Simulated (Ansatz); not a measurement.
# CoF4: the cost of one run

Program: Ansatz 0.2.0. Level of theory: the levels named in each step. These are calculated values, not measurements.

## 1. Starting point

Bond lengths: F1–Co2 1.671 Å, Co2–F3 1.672 Å, Co2–F4 1.671 Å, Co2–F5 1.673 Å. Angles: F1–Co2–F3 88.5°, F1–Co2–F4 119.8°, F1–Co2–F5 122.3°, F3–Co2–F4 122.3°, F3–Co2–F5 119.6°, F4–Co2–F5 88.0°.

Coordinates:

```xyz
5

F    -0.3735   -0.0320    1.6301
Co   -0.0014   -0.0012    0.0015
F    -1.3272    0.9899   -0.2374
F     0.2038   -1.4349   -0.8320
F     1.4999    0.4753   -0.5632
```

## 2. A rough first relaxation, PBE-D4/def2-SVP

File input.yaml:

```yaml
crystal:
  periodic: [false, false, false]
  atoms:
    - { symbol: F, position_ang: [-0.37348, -0.032, 1.63014] }
    - { symbol: Co, position_ang: [-0.00141, -0.00122, 0.00147] }
    - { symbol: F, position_ang: [-1.32721, 0.98995, -0.23741] }
    - { symbol: F, position_ang: [0.20376, -1.43494, -0.83203] }
    - { symbol: F, position_ang: [1.49993, 0.4753, -0.56316] }
magnetization:
  spin_polarized: true
  initial_magnetization: 1
basis:
  gaussian: { orbitals: def2-SVP }
hamiltonian:
  xc: pbe
  dispersion: d4
relax:
  f_tol: 0.03
  max_steps: 200
```

Launch:

```console
$ ansatz run input.yaml --threads 4 --pin off --max-ram 10240MiB --backend cpu --events-out ev --progress --plain --runs-dir out
```

Q: Estimate wall time and peak memory on 4 threads of AMD EPYC 7R13 (Zen 3), shared host.

About 39 s, with a peak of 0.24 GiB.
